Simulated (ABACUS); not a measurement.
HfIn4SiO6 in ABACUS: the effect of strain along c

The system is HfIn4SiO6.

```
Hf In Si O
1.0
     5.65256    0.00000    0.00000
    -0.74635    6.09539    0.00000
    -2.42297   -1.25816    6.30369
Hf In Si O
1 4 1 6
Direct
  0.11793 0.01556 0.13292
  0.38842 0.99901 0.72891
  0.75865 0.00842 0.49586
  0.23461 0.48841 0.53300
  0.59649 0.48211 0.20528
  0.86778 0.44029 0.85544
  0.55316 0.38738 0.79290
  0.93454 0.38483 0.65596
  0.98414 0.26218 0.00347
  0.99083 0.69806 0.98452
  0.08665 0.06493 0.39374
  0.48680 0.10883 0.21799
```

The cell was built by a generator and needn't be a form met in nature.

The cell isn't the ideal one: cell strained by -0.06 along c.

Alike in all runs:

```yaml
Program: ABACUS 3.10.1
Task: single point
Functional: PBE
Potentials_or_basis: PseudoDojo NC SR 0.4.1 PBE standard
Cutoff: 1361 eV
Density_cutoff: 5442 eV
Basis: DZP LCAO (the cutoffs set its grid)
k_mesh: 4 × 4 × 3
Occupations: fermi-dirac, width 0.05 eV
Spin: no spin polarisation
Radial_cutoff_of_the_potentials_pseudo_rcut: 7 bohr
SCF_threshold_on_the_density: 1e-07
Max_SCF_steps: 100
Eigensolver: genelpa
Mixing: broyden
Mixing_share: 0.7
```

```csv
strain along c,gap on the mesh (eV),pressure (GPa),largest force (eV/Å)
-0.06,0.76,8.1,3.65
-0.03,0.86,4.5,1.77
0,?,?,?
0.03,0.97,-0.7,0.94
0.06,1.06,-2.6,1.67
```

Task: What does the run with strain along c 0 give?

Result: gap on the mesh 0.95 eV; pressure 1.6 GPa; largest force 0.46 eV/Å.

Worked out: A parabola through the other rows of the gap on the mesh, of slope 2.37 eV per unit of strain along c there, gives 0.92 eV, against the run's 0.95. A parabola through the other rows of the pressure, of slope -88.7 GPa per unit of strain along c there, gives 1.6 GPa, against the run's 1.6. A parabola through the other rows of the largest force, of slope -16 eV/Å per unit of strain along c there, gives 0.92 eV/Å, against the run's 0.46.

Caveats: the atomic orbitals were generated for these runs and aren't a published set; spin-orbit coupling is left out, which moves the levels of the heavy elements; an odd mesh through Γ misses points on the zone boundary, where band edges often lie; the basis of atomic orbitals isn't converged, which shifts pressures, moduli and gaps; forces of over 1 eV/Å show positions far from the minimum, so gaps and moduli don't describe the material at rest (some runs).
